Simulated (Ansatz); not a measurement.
# C3H9NS2W: from a rough start to a minimum

What shape does C3H9NS2W take? The plan is to relax it, then compute its harmonic vibrations to see whether it is a minimum and to get the zero-point energy and entropy.

Computed with Ansatz 0.2.0, Gaussian basis. Level: RKS PBE0-D4/def2-TZVP.

Levels to be run: relaxation at PBE0-D4/def2-TZVP; harmonic vibrations at the same level.

2 further runs of the same task are left out: 1 that didn't finish, 1 set aside as unsound or not needed.

## 1. Starting geometry

SMILES `C[N](C)[W]([CH3])(=[S])=[S]`, 16 atoms, charge 0, spin multiplicity 1.

Atoms are counted from 1 here; the program's logs count them from 0.

Bond lengths: C1–N2 1.453 Å, C1–H8 1.097 Å, C1–H9 1.098 Å, C1–H10 1.100 Å, N2–C3 1.453 Å, N2–W4 1.916 Å, C3–H11 1.097 Å, C3–H12 1.098 Å, C3–H13 1.099 Å, W4–C5 2.191 Å, W4–S6 2.182 Å, W4–S7 2.183 Å, C5–H14 1.104 Å, C5–H15 1.103 Å, C5–H16 1.103 Å. Angles: N2–C1–H8 109.7°, N2–C1–H9 110.7°, N2–C1–H10 110.7°, H8–C1–H9 108.8°, H8–C1–H10 109.0°, H9–C1–H10 107.9°, C1–N2–C3 111.5°, C1–N2–W4 124.5°, C3–N2–W4 123.4°, N2–C3–H11 109.7°, N2–C3–H12 110.6°, N2–C3–H13 110.8°, H11–C3–H12 108.8°, H11–C3–H13 109.1°, H12–C3–H13 107.9°, N2–W4–C5 107.0°, N2–W4–S6 115.6°, N2–W4–S7 115.5° and more.

The start is a GFN2-xTB geometry. W takes the def2 core potential; no spin-orbit term is included.

## 2. Relaxation at PBE0-D4/def2-TZVP

Contents of in.yaml:

```yaml
crystal:
  periodic: [false, false, false]
  atoms:
    - {symbol: C, position_ang: [1.193160, 0.580020, 1.482110]}
    - {symbol: N, position_ang: [0.722460, -0.103200, 0.289370]}
    - {symbol: C, position_ang: [1.328800, -1.416630, 0.153410]}
    - {symbol: W, position_ang: [-0.354880, 0.708290, -1.071550]}
    - {symbol: C, position_ang: [-2.434880, 0.164750, -0.649910]}
    - {symbol: S, position_ang: [-0.363730, 2.890160, -1.093180]}
    - {symbol: S, position_ang: [-0.015640, -0.025740, -3.099160]}
    - {symbol: H, position_ang: [0.730820, 1.572740, 1.546060]}
    - {symbol: H, position_ang: [0.933930, 0.010280, 2.384130]}
    - {symbol: H, position_ang: [2.286560, 0.694680, 1.457630]}
    - {symbol: H, position_ang: [0.972870, -1.894730, -0.767560]}
    - {symbol: H, position_ang: [1.065400, -2.054690, 1.007320]}
    - {symbol: H, position_ang: [2.424820, -1.337830, 0.116600]}
    - {symbol: H, position_ang: [-3.102240, 0.614810, -1.406170]}
    - {symbol: H, position_ang: [-2.605100, -0.924470, -0.683200]}
    - {symbol: H, position_ang: [-2.782340, 0.521560, 0.334100]}
basis:
  gaussian: {orbitals: def2-TZVP}
hamiltonian: {xc: pbe0, dispersion: d4}
relax: {f_tol: 0.005, max_steps: 150}
```

On the command line:

```console
$ ansatz run in.yaml --threads 2 --pin off --events-out ev --progress --plain --max-ram 22528MiB --backend cuda --devices 0, --max-vram 18GiB
```

The runs that follow: Harmonic vibrations.

**Question.** What will the summary of the whole plan be? Wanted: point group; shift from the start; total energy; dispersion term; dipole moment; lowest, highest wavenumber; zero-point energy.

The runs gave:

| quantity | value |
| --- | --- |
| point group | Cs |
| steps | 10 |
| shift from the start (rms) | 0.105 Å |
| total energy | -28237.6393 eV |
| dispersion term | -461 meV |
| dipole moment | 4.90 D |
| lowest, highest wavenumber | 56, 3165 cm⁻¹ |
| zero-point energy | 319.4 kJ/mol |
| entropy at 298.15 K | 440.5 J/(mol K) |

What this shows: The relaxed geometry lies 0.10 Å (rms) from the start; the bond that changed most is W4–C5, from 2.191 to 2.111 Å. All wavenumbers are real, so the end point is a minimum. The stiffest mode, 3165 cm⁻¹, is a C–H stretch, and 8 modes under 200 cm⁻¹ make the vibrational entropy uncertain. Harmonic hybrid wavenumbers usually lie a few per cent above measured fundamentals. The largest Mulliken charge, +0.82 e, sits on W4.
